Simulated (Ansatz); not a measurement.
Set up this calculation in Ansatz 0.2.0, as the native input.

```
Task                : relaxation of cell and atoms
Functional          : PBE
Dispersion          : D3(BJ)-ATM
Potentials or basis : Ansatz PAW
Cutoff              : 420 eV (not typed: the program's choice for these potentials)
k mesh              : 6 × 6 × 6
Occupations         : fermi-dirac, width 0.05 eV
Spin                : no spin polarisation
```

Tl3Cu:

```
Tl Cu
1.0
     4.71700    0.00000    0.00000
     0.00000    4.71700    0.00000
     0.00000    0.00000    4.71700
Tl Cu
3 1
Direct
  0.50000 0.50000 0.00000
  0.50000 0.00000 0.50000
  0.00000 0.50000 0.50000
  0.00000 0.00000 0.00000
```

The cell comes from a database or a generator and needn't be the stable form of this composition.

One way to write it, as run:

input.yaml

```yaml
crystal:
  lattice:
    - [4.716998, 0.0, 0.0]
    - [0.0, 4.716998, 0.0]
    - [0.0, 0.0, 4.716998]
  atoms:
    - { symbol: Tl, position: [0.5, 0.5, 0.0] }
    - { symbol: Tl, position: [0.5, 0.0, 0.5] }
    - { symbol: Tl, position: [0.0, 0.5, 0.5] }
    - { symbol: Cu, position: [0.0, 0.0, 0.0] }
hamiltonian:
  xc: pbe
  pseudopotentials: { kind: paw }
  dispersion: d3bjatm
kpoints:
  mp_grid: { grid: [6, 6, 6] }
scf:
  occupations: { method: fermi_dirac, width: 0.05 }
output:
  forces: true
  stress: true
  eigenvalues: true
relax:
  f_tol: 0.01
  max_steps: 40
  cell: { stress_tol: 0.05 }
```

Potentials or basis: Ansatz PAW.

The run is started by

```console
$ ansatz run input.yaml --threads 2 --pin off --max-ram 5632MiB --backend cpu --events-out ev --progress --plain --runs-dir out
```

Results of the run:

The relaxed volume is 24.81 Å³/atom and the relaxed cell is a = 4.630 Å, b = 4.630 Å, c = 4.630 Å, α = 90.00°, β = 90.00°, γ = 90.00°. The space group after relaxing (to 0.05 Å) is Pm-3m (No. 221), the energy gained by relaxing is 8.6 meV/atom and the ionic steps are 4. The pressure after relaxing is 0.0 GPa. The band gap on the k mesh is none (metal or under the smearing width).

Caveat: the plane-wave basis is chosen anew once the cell has moved, so the energies of steps on either side of that aren't comparable; pairwise dispersion overbinds metals, which lowers pressure and volume.

Wall time 9.4 s on 2 threads of Arm Neoverse V1, with other jobs on the host, peak memory 0.4 GiB.
